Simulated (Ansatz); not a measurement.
**CH₆FNOSi: how energies converge with the basis set**

How large a basis does CH₆FNOSi need? Two functionals are run in growing sets.

Program: Ansatz 0.2.0, Gaussian basis. Level of theory: one geometry, several basis sets. These are calculated values, not measurements.

Levels to be run: PBE0-D4/def2-SVP; ωB97M-V/def2-SVP; PBE0-D4/def2-QZVPP; ωB97M-V/def2-QZVPP; the functionals' def2-TZVPP values are taken from earlier runs.

### Step 1. The geometry

The geometry comes from an earlier relaxation with PBE0-D4 in a triple-zeta def2 set; it is a stationary point, not always the lowest conformer.

SMILES `NC(F)O[SiH3]`, 11 atoms, charge 0, spin multiplicity 1.

Atoms are counted from 1 here; the program's logs count them from 0.

Bond lengths: N1–C2 1.398 Å, N1–H6 1.012 Å, N1–H7 1.010 Å, C2–F3 1.415 Å, C2–O4 1.367 Å, C2–H8 1.096 Å, O4–Si5 1.661 Å, Si5–H9 1.482 Å, Si5–H10 1.480 Å, Si5–H11 1.487 Å. Angles: C2–N1–H6 111.1°, C2–N1–H7 111.8°, H6–N1–H7 110.6°, N1–C2–F3 112.5°, N1–C2–O4 109.5°, N1–C2–H8 110.8°, F3–C2–O4 107.4°, F3–C2–H8 104.0°, O4–C2–H8 112.6°, C2–O4–Si5 123.4°, O4–Si5–H9 111.8°, O4–Si5–H10 104.9°, O4–Si5–H11 109.6°, H9–Si5–H10 110.0°, H9–Si5–H11 109.7°, H10–Si5–H11 110.7°.

### Step 2. PBE0-D4 in def2-SVP

Input file in.yaml:

```yaml
crystal:
  periodic: [false, false, false]
  atoms:
    - {symbol: N, position_ang: [-0.144038, -1.360107, 1.536253]}
    - {symbol: C, position_ang: [0.302120, -0.710879, 0.381382]}
    - {symbol: F, position_ang: [-0.130753, -1.354105, -0.802105]}
    - {symbol: O, position_ang: [-0.189118, 0.564484, 0.355913]}
    - {symbol: Si, position_ang: [-0.073723, 1.562198, -0.966603]}
    - {symbol: H, position_ang: [-1.151681, -1.310560, 1.615939]}
    - {symbol: H, position_ang: [0.167635, -2.320031, 1.570802]}
    - {symbol: H, position_ang: [1.396065, -0.741783, 0.315149]}
    - {symbol: H, position_ang: [-1.091671, 1.236830, -1.993046]}
    - {symbol: H, position_ang: [-0.305844, 2.924622, -0.436434]}
    - {symbol: H, position_ang: [1.286407, 1.452332, -1.556651]}
basis:
  gaussian: {orbitals: def2-SVP}
hamiltonian: {xc: pbe0, dispersion: d4}
output: {orbitals: {seedname: orbitals}}
```

The runs that follow: ωB97M-V in def2-SVP; PBE0-D4 in def2-QZVPP; ωB97M-V in def2-QZVPP.

**Question.** What will the summary of the whole plan be? Wanted: PBE0-D4: double and triple zeta above quadruple; ωB97M-V: double and triple zeta above quadruple.

The runs gave:

| quantity | value |
| --- | --- |
| PBE0-D4: double and triple zeta above quadruple | 12.37, 0.68 eV |
| ωB97M-V: double and triple zeta above quadruple | 12.59, 0.64 eV |

**Reading.** For PBE0-D4 the step from double to triple zeta gains 11.68 eV and the next only 0.68 eV. Total energies overstate the basis error of differences, where much of it tends to cancel. The LUMO of ωB97M-V is positive and keeps falling with the basis (2.81 to 1.51 eV): an unbound level that the basis holds in place.
